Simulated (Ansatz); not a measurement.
**Two structures of Cd: comparison of enthalpies under pressure, by script**

The task here is to estimate one member of a computed series from the others.

Computed with Ansatz 0.2.0 through its Python package. Level of theory: DFT LDA, plane waves, PAW.

### The structure

Cd Fd-3m: It takes space group Fd-3m (No. 227, cubic). Conventional cell: a = 6.080 Å, b = 6.080 Å, c = 6.080 Å, α = 90.00°, β = 90.00°, γ = 90.00°. Around Cd (site symmetry -43m) lie 4 Cd at 2.63 Å.

Cd Fm-3m: The structure is cubic, space group Fm-3m (No. 225). Conventional cell: a = 4.420 Å, b = 4.420 Å, c = 4.420 Å, α = 90.00°, β = 90.00°, γ = 90.00°. Cd (site symmetry m-3m) is surrounded by 12 Cd at 3.13 Å.

The script holds or builds the structure itself.

Set-up of the first run:

transition_cd.py reads:

```python
'''Pressure at which two phases of Cd cross.'''

import warnings

import ansatz as az
import numpy as np

params = {
    'kspacing': 0.33,
    'smearing': 'gaussian',
    'width_ev': 0.05,
}


def diamond(first, a):
    return az.Crystal.diamond(first, a=a)


def fcc(first, a):
    return (
        az.Lattice.fcc(a)
        .space_group(225)
        .atom(first, (0, 0, 0))
        .primitive()
    )


def ground_state(name, crystal, pressure=0.0):
    calc = (
        crystal.calculation()
        .functional(az.Functional.LDA)
        .basis(21 * az.Ha)
        .kpoints(spacing=params['kspacing'])
        .occupations(params['smearing'], width=params['width_ev'])
    )
    calc = calc.relax(force_tolerance=0.03, max_steps=60, cell=True, pressure=pressure)
    return calc.run(threads=1)


def volume_per_atom(outcome):
    return abs(np.linalg.det(outcome.lattice.cell_ang)) / len(outcome.lattice.sites)

warnings.simplefilter('ignore', az.DeckWarning)

phases = {}
phases['diamond'] = diamond('Cd', 6.08)
phases['fcc'] = fcc('Cd', 4.42)

# H = E + PV, with 1 eV per cubic angstrom equal to 160.2 GPa
pressures = [0, 15, 30, 45]
enthalpy, volume = {name: [] for name in phases}, {name: [] for name in phases}
for p in pressures:
    for name, crystal in phases.items():
        o = ground_state(name, crystal, pressure=p)
        volume[name].append(volume_per_atom(o))
        enthalpy[name].append(o.report['energy_sigma0_ev'] / len(o.lattice.sites) + p * volume[name][-1] / 160.21766)
gap = np.array(enthalpy['fcc']) - np.array(enthalpy['diamond'])
rows = [(p, va, vb, 1000 * d) for p, va, vb, d in zip(pressures, volume['diamond'], volume['fcc'], gap)]
print('| P (GPa) | V diamond (A^3/atom) | V fcc (A^3/atom) | H(fcc) - H(diamond) (meV/atom) |')
print('| --- | --- | --- | --- |')
for row in rows:
    print(f'| {row[0]:d} | {row[1]:.3f} | {row[2]:.3f} | {row[3]:+.1f} |')
crossings = [p0 - g0 * (p1 - p0) / (g1 - g0) for p0, p1, g0, g1 in zip(pressures, pressures[1:], gap, gap[1:]) if g0 * g1 < 0]
print('crossing near', [round(float(p), 1) for p in crossings], 'GPa') if crossings else print('no crossing in this range')
```

On the command line:

```bash
> python transition_cd.py
```

One of the session's tables, all rows but one given; the rest of the session is left out.

Enthalpy H = E + pV of the second structure less the first:

```
pressure (GPa)  ΔH (meV/atom)
             0         -499.0
            15        -1325.3
            30              ?
            45        -2448.9
```

**Question.** Estimate the row for pressure (GPa) = 30.

Worked estimate for «ΔH (meV/atom)». A straight line through the neighbours (15, -1325.3) and (45, -2448.9) gives -1325.3 + (-2448.9 + 1325.3) × (30 − 15) / (45 − 15) = -1887.1; a parabola fitted to 3 rows on both sides gives -1975.3.

**Answer.** ΔH (meV/atom): -1936.3. In «ΔH (meV/atom)» the line misses by +49.2 and the parabola by -39.0.

To keep in mind: Reading the output:
- At a fixed pressure a relaxation lowers the enthalpy F + PV, while F alone can rise.
- Only these two structures are compared, at zero temperature and with their symmetry kept; either may be hypothetical, and another phase may be lower than both.
